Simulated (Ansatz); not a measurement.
# C8H16O: one species, many methods

Aim: compute C8H16O with functionals from several rungs and with coupled cluster, and see how far each lands from CCSD(T) at the basis-set limit for the atomisation energy.

Method: functionals in def2-TZVPP, the program's frozen cores in correlated methods; program: Ansatz 0.2.0, Gaussian basis.

Plan: PBE-D4, r2SCAN-D4, PBE0-D4, B3LYP-D4, ωB97X-V, ωB97M-V, B2PLYP; CCSD(T)/def2-TZVPP; MP2/def2-QZVPP; extrapolation to the limit.

**1. The relaxed structure**

The geometry comes from an earlier relaxation with PBE0-D4 in a triple-zeta def2 set; it is a stationary point, not always the lowest conformer.

SMILES `CCCCC(C=O)CC`, 25 atoms, charge 0, spin multiplicity 1.

Atoms are counted from 1 here; the program's logs count them from 0.

Bond lengths: C1–C2 1.520 Å, C1–H10 1.094 Å, C1–H11 1.092 Å, C1–H12 1.092 Å, C2–C3 1.523 Å, C2–H13 1.096 Å, C2–H14 1.095 Å, C3–C4 1.521 Å, C3–H15 1.097 Å, C3–H16 1.097 Å, C4–C5 1.523 Å, C4–H17 1.097 Å, C4–H18 1.094 Å, C5–C6 1.507 Å, C5–C8 1.538 Å, C5–H19 1.095 Å, C6–O7 1.200 Å, C6–H20 1.115 Å and more. Angles: C2–C1–H10 111.0°, C2–C1–H11 111.2°, C2–C1–H12 112.0°, H10–C1–H11 107.6°, H10–C1–H12 107.6°, H11–C1–H12 107.3°, C1–C2–C3 114.0°, C1–C2–H13 109.6°, C1–C2–H14 109.1°, C3–C2–H13 109.1°, C3–C2–H14 108.7°, H13–C2–H14 106.0°, C2–C3–C4 114.3°, C2–C3–H15 108.9°, C2–C3–H16 109.4°, C4–C3–H15 109.2°, C4–C3–H16 109.0°, H15–C3–H16 105.7° and more.

**2. PBE-D4 (GGA)**

Input file in.yaml:

```yaml
crystal:
  periodic: [false, false, false]
  atoms:
    - {symbol: C, position_ang: [-2.228396, 2.132135, -1.159155]}
    - {symbol: C, position_ang: [-0.719074, 2.222191, -1.317879]}
    - {symbol: C, position_ang: [0.063278, 1.587068, -0.176291]}
    - {symbol: C, position_ang: [-0.133812, 0.084235, -0.043596]}
    - {symbol: C, position_ang: [0.730213, -0.525897, 1.052010]}
    - {symbol: C, position_ang: [2.191524, -0.446869, 0.690447]}
    - {symbol: O, position_ang: [3.083787, -0.307347, 1.481130]}
    - {symbol: C, position_ang: [0.368744, -1.985904, 1.373262]}
    - {symbol: C, position_ang: [0.517493, -2.962467, 0.216476]}
    - {symbol: H, position_ang: [-2.550593, 2.582359, -0.215499]}
    - {symbol: H, position_ang: [-2.741759, 2.656478, -1.968153]}
    - {symbol: H, position_ang: [-2.579118, 1.097543, -1.168352]}
    - {symbol: H, position_ang: [-0.420637, 1.752978, -2.262817]}
    - {symbol: H, position_ang: [-0.429223, 3.274676, -1.398822]}
    - {symbol: H, position_ang: [1.130221, 1.799130, -0.316716]}
    - {symbol: H, position_ang: [-0.214036, 2.069453, 0.769327]}
    - {symbol: H, position_ang: [0.095013, -0.394507, -1.004003]}
    - {symbol: H, position_ang: [-1.182850, -0.144761, 0.168032]}
    - {symbol: H, position_ang: [0.612653, 0.048998, 1.977067]}
    - {symbol: H, position_ang: [2.418418, -0.552756, -0.396004]}
    - {symbol: H, position_ang: [0.991023, -2.312515, 2.211627]}
    - {symbol: H, position_ang: [-0.666096, -1.998235, 1.731066]}
    - {symbol: H, position_ang: [-0.117447, -2.691842, -0.629975]}
    - {symbol: H, position_ang: [1.548432, -3.015352, -0.142902]}
    - {symbol: H, position_ang: [0.232224, -3.968792, 0.529721]}
basis:
  gaussian: {orbitals: def2-TZVPP}
hamiltonian: {xc: pbe, dispersion: d4}
output: {forces: true, orbitals: {seedname: orbitals}}
```

Command:

```console
> ansatz run in.yaml --threads 4 --pin off --events-out ev --progress --plain --max-ram 66560MiB --backend cuda --devices 0, --max-vram 37GiB
```

The runs that follow: r2SCAN-D4 (meta-GGA); PBE0-D4 (hybrid); B3LYP-D4 (hybrid); ωB97X-V (range-separated); ωB97M-V (range-separated); B2PLYP (double hybrid); CCSD(T) in def2-TZVPP; MP2 in def2-QZVPP.

Q: Predict the results of all the runs planned. Wanted: atomisation energy, CCSD(T)/CBS; farthest; mean size of error, hybrid; mean size of error, range-separated; gap, smallest and largest; T1 diagnostic; triples share of the correlation energy.

The runs gave:

| quantity | value |
| --- | --- |
| atomisation energy, CCSD(T)/CBS | 2441.7 kcal/mol |
| functionals within 12.2 kcal/mol (0.5 %) | r2SCAN-D4, B3LYP-D4, ωB97X-V, ωB97M-V |
| farthest | PBE-D4 (+53.1 kcal/mol) |
| mean size of error, hybrid | 10.7 kcal/mol |
| mean size of error, range-separated | 6.0 kcal/mol |
| gap, smallest and largest | 3.75 eV (PBE-D4), 11.34 eV (ωB97X-V) |
| T1 diagnostic | 0.0111 |
| triples share of the correlation energy | 4.0 % |

In words: PBE-D4 misses by +53.1 kcal/mol. Double hybrids carry the basis error of their MP2 part in triple zeta, and no dispersion term here, so their miss is partly the set-up's. The reference freezes the cores and leaves out relativity and excitations past (T), so misses under about 12.2 kcal/mol can't be ranked. Hartree-Fock recovers 75 % of the binding; the rest is correlation. The gap grows from 3.8 to 11.3 eV across the functionals, mostly with the share of exact exchange.
